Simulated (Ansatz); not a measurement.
**BLYP/STO-3G run of AlH2F (SMILES [H][Al]([H])[F])**

What is the electronic atomisation energy of AlH2F at BLYP/STO-3G? 

Program for the calculation: Ansatz 0.2.0.

52 further runs of the same task are left out: 52 set aside as unsound or not needed.

### Step 1. The structure to begin with

AlH2F has 4 atoms, charge 0, and is taken as a singlet. As SMILES, `[H][Al]([H])[F]`. Geometry: a GFN2-xTB relaxation, a rough one for these elements and not checked as a minimum.

Bond lengths: Al1–F4 1.642 Å, Al1–H2 1.528 Å, Al1–H3 1.528 Å. Angles: H2–Al1–F4 119.2°, H3–Al1–F4 119.2°, H2–Al1–H3 121.7°.

### Step 2. A single-point energy at BLYP/STO-3G

in.yaml

```yaml
crystal:
  periodic: [false, false, false]
  atoms:
    - {symbol: Al, position_ang: [0.019600, 0.032680, 0.000940]}
    - {symbol: H, position_ang: [1.546910, -0.017870, 0.014080]}
    - {symbol: H, position_ang: [-0.738990, 1.358820, -0.019420]}
    - {symbol: F, position_ang: [-0.827520, -1.373630, 0.004400]}
basis:
  gaussian: {orbitals: STO-3G}
hamiltonian: {xc: {name: BLYP}}
accuracy: high
```

Started as:

```
$ ansatz run in.yaml --threads 1 --pin off --max-ram 2610MiB --events-out events.jsonl --progress --plain --runs-dir runs
```

The log of the run:

```text
Warning: RAYON_NUM_THREADS=1 ignored (pool sized by the plan → 1); use --threads N
Functional definition: BLYP
  name "BLYP"
  parameter beta = 0.0042
  parameter a = 0.04918
  parameter b = 0.132
  parameter c = 0.2533
  parameter d = 0.349
  exchange = b88_x(beta = beta)
  correlation = lyp_c(a = a, b = b, c = c, d = d)
267 factors; integrals over basis functions are off by at most 2.8e-8 eV
mean field evaluation 1: about -9223.7917 eV, gradient 2.5e1 eV
mean field evaluation 2: about -9212.2424 eV, gradient 7.2e1 eV
mean field evaluation 4: about -9226.0587 eV, gradient 3.0e0 eV
mean field evaluation 8: about -9226.0522 eV, gradient 2.7e-2 eV
mean field evaluation 16: about -9226.0522 eV, gradient 2.5e-8 eV
mean field -9226.05224902 eV, -339.0511665086 hartree, gradient 2.6e-8 eV, S^2 0.000000; 0 other end points of the search recorded, 0 dependent functions left out
reference -9226.05227983 eV, -339.0511676410 hartree; 12, 12 occupied and 4, 4 virtual orbitals, 267 factors
Total energy: -9226.05227983 eV, -339.0511676410 hartree
```

It took 0.79 s on 1 thread of Arm Neoverse V1, shared host.

### Step 3. The Al atom at the same level

input.yaml

```yaml
crystal:
  periodic: [false, false, false]
  atoms:
    - {symbol: Al, position_ang: [0.000000, 0.000000, 0.000000]}
basis:
  gaussian: {orbitals: STO-3G}
magnetization: {spin_polarized: true, initial_magnetization: 1}
hamiltonian: {xc: {name: BLYP}}
accuracy: high
```

Run the same way, it converges to -239.29454 Eh (log not shown).

### Step 4. The F atom

input.yaml

```yaml
crystal:
  periodic: [false, false, false]
  atoms:
    - {symbol: F, position_ang: [0.000000, 0.000000, 0.000000]}
basis:
  gaussian:
    orbitals: STO-3G
hamiltonian:
  xc: {name: BLYP}
accuracy: high
magnetization:
  spin_polarized: true
  initial_magnetization: 1
```

Run the same way, it converges to -98.23564 Eh (log not shown).

### Step 5. The H atom

in.yaml

```yaml
crystal:
  periodic: [false, false, false]
  atoms:
    - symbol: H
      position_ang: [0.000000, 0.000000, 0.000000]
basis:
  gaussian:
    orbitals: STO-3G
magnetization:
  spin_polarized: true
  initial_magnetization: 1
accuracy: high
hamiltonian:
  xc: {name: BLYP}
```

Run the same way, it converges to -0.46274 Eh (log not shown).

### Step 6. What came out

At BLYP/STO-3G:

```
                     quantity          value
       molecule: total energy  -339.05117 Eh
        Al atom: total energy  -239.29454 Eh
                Al atom: ⟨S²⟩          0.750
         F atom: total energy   -98.23564 Eh
                 F atom: ⟨S²⟩          0.750
         H atom: total energy    -0.46274 Eh
                 H atom: ⟨S²⟩          0.750
electronic atomisation energy      16.205 eV
```

Taking the molecule apart into free atoms costs 16.20 eV (374 kcal/mol), before zero-point energy and without spin-orbit coupling. In a minimal basis such a difference can be off by several eV, whatever the method.
